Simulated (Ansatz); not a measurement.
# CH7GeNSe: the cost of one run

Program: Ansatz 0.2.0. Level of theory: RKS PBE-D4/def2-SVP. These are calculated values, not measurements.

## (1) The system as given

Bond lengths: N1–C2 1.420 Å, C2–Ge3 1.922 Å, Ge3–Se4 2.308 Å, N1–H5 1.112 Å, N1–H6 1.047 Å, C2–H7 1.103 Å, C2–H8 1.146 Å, Ge3–H9 1.611 Å, Ge3–H10 1.566 Å, Se4–H11 1.617 Å. Angles (14 of 16 angles, heavy atoms first): N1–C2–Ge3 107.2°, C2–Ge3–Se4 112.1°, N1–C2–H7 112.2°, N1–C2–H8 113.2°, Ge3–C2–H7 107.6°, Ge3–C2–H8 108.8°, C2–N1–H5 105.7°, C2–N1–H6 110.5°, C2–Ge3–H9 109.6°, C2–Ge3–H10 110.2°, Se4–Ge3–H9 110.0°, Se4–Ge3–H10 108.0°, Ge3–Se4–H11 89.8°, H7–C2–H8 107.7°.

As a file:

```xyz
11

N    -1.3056    0.6371    0.1081
C    -0.0495    0.8063   -0.5330
Ge    1.1264   -0.5492    0.1555
Se    0.3596   -2.6776   -0.2991
H    -1.9829    1.3867   -0.3555
H    -1.2559    0.9613    1.1023
H    -0.1162    0.6666   -1.6250
H     0.4196    1.8336   -0.3410
H     1.3047   -0.3549    1.7445
H     2.5506   -0.4012   -0.4782
H    -0.9855   -2.3656    0.5419
```

## (2) Relaxing end A

The input, input.yaml:

```yaml
crystal:
  periodic: [false, false, false]
  atoms:
    - { symbol: "N", position_ang: [-1.3056, 0.6371, 0.1081] }
    - { symbol: C, position_ang: [-0.0495, 0.8063, -0.533] }
    - { symbol: Ge, position_ang: [1.1264, -0.5492, 0.1555] }
    - { symbol: Se, position_ang: [0.3596, -2.6776, -0.2991] }
    - { symbol: H, position_ang: [-1.9829, 1.3867, -0.3555] }
    - { symbol: H, position_ang: [-1.2559, 0.9613, 1.1023] }
    - { symbol: H, position_ang: [-0.1162, 0.6666, -1.625] }
    - { symbol: H, position_ang: [0.4196, 1.8336, -0.341] }
    - { symbol: H, position_ang: [1.3047, -0.3549, 1.7445] }
    - { symbol: H, position_ang: [2.5506, -0.4012, -0.4782] }
    - { symbol: H, position_ang: [-0.9855, -2.3656, 0.5419] }
basis:
  gaussian: { orbitals: def2-SVP }
hamiltonian:
  xc: pbe
  dispersion: d4
relax:
  f_tol: 0.015
  max_steps: 40
output:
  orbitals: {}
```

Launch:

```console
$ ansatz run input.yaml --threads 2 --pin off --max-ram 3072MiB --backend cpu --events-out ev --progress --plain --runs-dir out
```

What time and memory should one allow on 2 threads of Intel Xeon Platinum 8375C at 2.90GHz (Ice Lake), shared host?

About 42 s, with a peak of 0.21 GiB.
